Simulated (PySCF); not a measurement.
**TlCl₄⁻: relaxation and vibrations of the singlet**

The task is one start of a wider search on TlCl₄⁻: the singlet, from a tetrahedral start. It is relaxed, tested by its Hessian and followed downhill if it is a saddle.

Method: B3LYP, basis Tl def2-SVPD with ECP60, Cl def2-SVPD, scalar-relativistic core potentials, no spin–orbit coupling, density fitting; program: PySCF 2.14.0.

### Step 1. The system as given

5 atoms, charge -1, spin multiplicity 1.

Bond lengths: Tl1–Cl2 2.430 Å, Tl1–Cl3 2.430 Å, Tl1–Cl4 2.430 Å, Tl1–Cl5 2.430 Å. Angles: Cl2–Tl1–Cl3 109.5°, Cl2–Tl1–Cl4 109.5°, Cl2–Tl1–Cl5 109.5°, Cl3–Tl1–Cl4 109.5°, Cl3–Tl1–Cl5 109.5°, Cl4–Tl1–Cl5 109.5°.

```xyz
5
charge -1 multiplicity 1
Tl    0.0000    0.0000    0.0000
Cl    1.9841   -0.0001    1.4030
Cl   -1.9841    0.0000    1.4030
Cl    0.0000    1.9841   -1.4029
Cl    0.0000   -1.9840   -1.4030
```

### Step 2. Tetrahedral start, singlet: relaxation

The steps below are one call of a driver around PySCF. For each, scf.py gives the equivalent set-up of the SCF; relaxations use the driver's own optimiser. Before each start the driver seeks the lowest SCF state from one or more starting densities and follows internal instabilities, so scf.py alone need not reach the same state.

The program finds Td symmetry in the start, which this walk keeps.

scf.py

```python
from pyscf import gto, scf, dft
mol = gto.M(atom='''
Tl    -0.000000     0.000000     0.000000
Cl     1.984086    -0.000076     1.402961
Cl    -1.984086    -0.000000     1.402961
Cl     0.000038     1.984124    -1.402907
Cl    -0.000038    -1.984048    -1.403014''',
    basis={'Tl': 'def2-SVPD', 'Cl': 'def2-SVPD'},
    ecp={'Tl': 'def2-SVPD'},
    charge=-1, spin=0)
mf = dft.RKS(mol, xc='B3LYP')
mf.grids.atom_grid = (50, 194)
aux = {'Tl': 'def2-universal-JKFIT', 'Cl': 'def2-universal-JKFIT'}
mf = mf.density_fit(auxbasis=aux)
mf.kernel()
```

Energy and gradient, step by step:

| step | energy (Eh) | change (kJ/mol) | largest symmetric gradient (Eh/bohr) |
| --- | --- | --- | --- |
| 0 | -2013.137217 | 0.00 | 0.01514 |
| 1 | -2013.141956 | -12.44 | 0.00534 |
| 2 | -2013.142731 | -14.48 | 0.00090 |
| 3 | -2013.142754 | -14.54 | 0.00007 |

The walk took 14 s on 4 threads, shared host.

Geometry (Å) and forces (eV/Å) at some steps:

```
step 0
Tl   0.000   0.000   0.000   0.000   0.000   0.000
Cl   1.984   0.000   1.403   0.772   0.000   0.559
Cl  -1.984   0.000   1.403  -0.772   0.000   0.559
Cl   0.000   1.984  -1.403   0.000   0.772  -0.559
Cl   0.000  -1.984  -1.403   0.000  -0.772  -0.559
step 1
Tl   0.000   0.000   0.000   0.000   0.000   0.000
Cl   2.026   0.000   1.432   0.268   0.000   0.204
Cl  -2.026   0.000   1.432  -0.268   0.000   0.204
Cl   0.000   2.026  -1.432   0.000   0.268  -0.204
Cl   0.000  -2.026  -1.433   0.000  -0.268  -0.204
step 2
Tl   0.000   0.000   0.000   0.000   0.000   0.000
Cl   2.048   0.000   1.448   0.039   0.000   0.043
Cl  -2.048   0.000   1.448  -0.039   0.000   0.043
Cl   0.000   2.048  -1.448   0.000   0.039  -0.043
Cl   0.000  -2.048  -1.448   0.000  -0.039  -0.043
step 3
Tl   0.000   0.000   0.000   0.000   0.000   0.000
Cl   2.053   0.000   1.452  -0.004   0.000   0.013
Cl  -2.053   0.000   1.452   0.004   0.000   0.013
Cl   0.000   2.053  -1.452   0.000  -0.004  -0.013
Cl   0.000  -2.053  -1.452   0.000   0.004  -0.013
```

End point (Td, 3 steps, 14.5 kJ/mol gained): Tl–Cl 2.514 Å (×4); Cl–Tl–Cl 109.5° (×6).

### Step 3. Hessian and properties

The point is checked on the finer grid, and tightened if its gradient asks for it. The Hessian and the dipole derivatives come from central differences of analytic gradients, with steps of 0.01 bohr.

scf.py: that of step 2 with these lines changed.

```diff
@@ -3,5 +3,5 @@
-Tl    -0.000000     0.000000     0.000000
-Cl     1.984086    -0.000076     1.402961
-Cl    -1.984086    -0.000000     1.402961
-Cl     0.000038     1.984124    -1.402907
-Cl    -0.000038    -1.984048    -1.403014''',
+Tl    -0.000000     0.000000    -0.000000
+Cl     2.053512    -0.000078     1.452053
+Cl    -2.053512    -0.000000     1.452053
+Cl     0.000039     2.053552    -1.451997
+Cl    -0.000039    -2.053473    -1.452108''',
@@ -12 +12 @@
-mf.grids.atom_grid = (50, 194)
+mf.grids.atom_grid = (75, 302)
```

The driver hands on the density of the step before, so the log starts near convergence.

Log of the central SCF (cycles and frontier levels):

```text
init E= -2013.14377582641
  HOMO = -0.172439858869009  LUMO = -0.00711126537964901  gap/eV = 4.49882
cycle= 1 E= -2013.14377582641  delta_E= -4.55e-13  |g|= 5.92e-06  |ddm|= 1.55e-05
  HOMO = -0.172440576007136  LUMO = -0.00711273764652276  gap/eV = 4.49880
Extra cycle  E= -2013.1437758264  delta_E= 9.55e-12  |g|= 8.11e-06  |ddm|= 2.03e-05
converged SCF energy = -2013.1437758264
```

The whole step took 32 s.

Geometry: Td; Tl–Cl 2.515 Å (×4); Cl–Tl–Cl 109.5° (×6).

Harmonic modes (main isotopes):

| symmetry | ω (cm⁻¹) | IR (km/mol) |
| --- | --- | --- |
| e | 65 | 0.0 |
| t2 | 87 | 43.4 |
| a1 | 268 | 0.0 |
| t2 | 273 | 216 |

All wavenumbers are real: a minimum.

Properties at this point:

```yaml
Dipole_moment_about_the_centre_of_mass: 0.00 D
Highest_occupied_level: -4.69 eV
Lowest_empty_level: -0.19 eV
Rotational_constants: 0.02858, 0.02858, 0.02858 cm⁻¹
Zero-point_energy: 8.8 kJ/mol
Principal_polarisabilities: 124.1, 124.2, 124.2 bohr³
Principal_traceless_quadrupole_moments_about_the_centre_of_mass: 0.00, 0.00, 0.00 D Å
Entropy_at_298.15_K_and_1_bar: 398.5 J/(mol K)
Heat_capacity_Cp_at_298.15_K: 103.2 J/(mol K)
Enthalpy_at_298.15_K_above_0_K: 24.92 kJ/mol
Rotational_symmetry_number: 12
```

Charges (e) and bond orders:

```tsv
atom	Mulliken	Löwdin	polar tensor	Mayer order to Tl1
Tl1	1.49	0.27	1.86	–
Cl2,3,4,5	-0.62	-0.32	-0.72	0.55
```

Outer orbital energies (eV). occupied: -4.87, -4.87, -4.74, -4.74, -4.74, -4.69, -4.69, -4.69; empty: -0.19, 3.11, 3.76, 3.76.

Mulliken populations on Tl1 (outside its core potential): s 2.75, p 6.71, d 10.05.

### Step 4. Results

| quantity | value |
| --- | --- |
| minimum | singlet, Td |
| geometry | Tl–Cl 2.515 Å (×4); Cl–Tl–Cl 109.5° (×6) |
| wavenumbers (cm⁻¹) | 65 (e), 87 (t2), 268 (a1), 273 (t2) |
| dipole moment (centre of mass) | 0.00 D |
| highest occupied, lowest empty level | -4.69, -0.19 eV |
| polar-tensor charge of Tl1 | +1.86 e |
| zero-point energy | 8.8 kJ/mol |
| entropy at 298.15 K | 398.5 J/(mol K) |

**Reading.** The molecule stays Td, as typed, and the end point is a minimum. In the infrared the band at 273 cm⁻¹ (t2, stretch) leads. Only this shape and spin were tried, so other structures or states may lie lower. Modes under about 90 cm⁻¹ are uncertain by tens of cm⁻¹. With an element this heavy the missing spin–orbit coupling can shift these numbers.

The search up to here took 48 s.
